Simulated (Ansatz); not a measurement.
The system is ZnH.

```xyz
2
Lattice="0.0000 2.2159 2.2159 2.2159 0.0000 2.2159 2.2159 2.2159 0.0000" Properties=species:S:1:pos:R:3 pbc="T T T"
Zn    0.0000    0.0000    0.0000
H     1.1080    1.1080    1.1080
```

The cell was built by a generator and needn't be a form met in nature.

Program: Ansatz 0.2.0. Alike in all runs: task band structure; potentials or basis Ansatz PAW; no spin polarisation; cell as given; k mesh 10 × 10 × 10; smearing fermi-dirac 0.05 eV.

Problem. Order these runs on this cell by their pressure, lowest first.
A. level r2SCAN; cutoff (eV) 500
B. level revPBE; cutoff (eV) 420
C. level BLYP; cutoff (eV) 420
D. level PBE; cutoff (eV) 420
E. level LDA; cutoff (eV) 420

Solution. E (-5.2 GPa), A (-2.7 GPa), D (0.2 GPa), B (1.7 GPa), C (5.2 GPa).

Caveats: the PAW data sets come from PBE, with cores solved anew for the run's functional, which leaves a small shift of forces and pressure (some runs); the potentials were made for another functional, which shifts forces and pressure (some runs).

Not every run made on this cell is shown here.
